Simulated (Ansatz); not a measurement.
# AlFH6OSi: the cost of one run

Program: Ansatz 0.2.0. Level of theory: RKS B3LYP/6-31G*. These are calculated values, not measurements.

**1. The starting structure**

Bond lengths: Al1–O2 2.130 Å, O2–Si3 1.680 Å, Si3–H4 1.460 Å, Si3–H5 1.460 Å, Si3–H6 1.460 Å, Al1–H7 1.560 Å, Al1–H8 1.560 Å, Al1–F9 1.990 Å. Angles: Al1–O2–Si3 125.0°, O2–Al1–H7 120.0°, O2–Al1–H8 120.0°, O2–Al1–F9 71.6°, H7–Al1–H8 120.0°, H7–Al1–F9 96.8°, H8–Al1–F9 101.3°, O2–Si3–H4 109.5°, O2–Si3–H5 109.5°, O2–Si3–H6 109.5°, H4–Si3–H5 109.4°, H4–Si3–H6 109.4°, H5–Si3–H6 109.4°.

As a file:

```xyz
10

Al    0.0000    0.0000    0.0000
O     0.0000    0.0000    2.1300
Si   -1.3147   -0.4067    3.0936
H    -2.2390   -1.2403    2.3304
H    -0.8506   -1.1432    4.2657
H    -1.9987    0.8095    3.5233
H     1.3510    0.0000   -0.7800
H    -1.3510    0.0000   -0.7800
F     0.0892    1.8864    0.6275
H     0.0593    1.2535    1.7062
```

**2. Pulling towards end A**

Springs on the bonds that form and break draw the guess towards this end; the thresholds are loose.

File input.yaml:

```yaml
crystal:
  periodic: [false, false, false]
  atoms:
    - { symbol: Al, position_ang: [0.0, 0.0, 0.0] }
    - { symbol: O, position_ang: [0.0, 0.0, 2.13] }
    - { symbol: Si, position_ang: [-1.3147, -0.4067, 3.0936] }
    - { symbol: H, position_ang: [-2.239, -1.2403, 2.3304] }
    - { symbol: H, position_ang: [-0.8506, -1.1432, 4.2657] }
    - { symbol: H, position_ang: [-1.9987, 0.8095, 3.5233] }
    - { symbol: H, position_ang: [1.351, 0.0, -0.78] }
    - { symbol: H, position_ang: [-1.351, 0.0, -0.78] }
    - { symbol: F, position_ang: [0.0892, 1.8864, 0.6275] }
    - { symbol: H, position_ang: [0.0593, 1.2535, 1.7062] }
basis:
  gaussian: { orbitals: "6-31G*" }
hamiltonian:
  xc: b3lyp
relax:
  f_tol: 0.15
  max_steps: 25
  restrain:
    - { distance: [0, 8], at: 2.89, k: 30.0 }
    - { distance: [9, 1], at: 2.21, k: 30.0 }
    - { distance: [0, 1], at: 1.78, k: 30.0 }
    - { distance: [9, 8], at: 0.92, k: 30.0 }
```

Command:

```bash
$ ansatz run input.yaml --threads 1 --pin off --max-ram 2048MiB --backend cpu --events-out ev --progress --plain --runs-dir out
```

Q: Estimate wall time and peak memory on 1 thread of Arm Neoverse V2, shared host.

About 36 s, with a peak of 0.15 GiB.
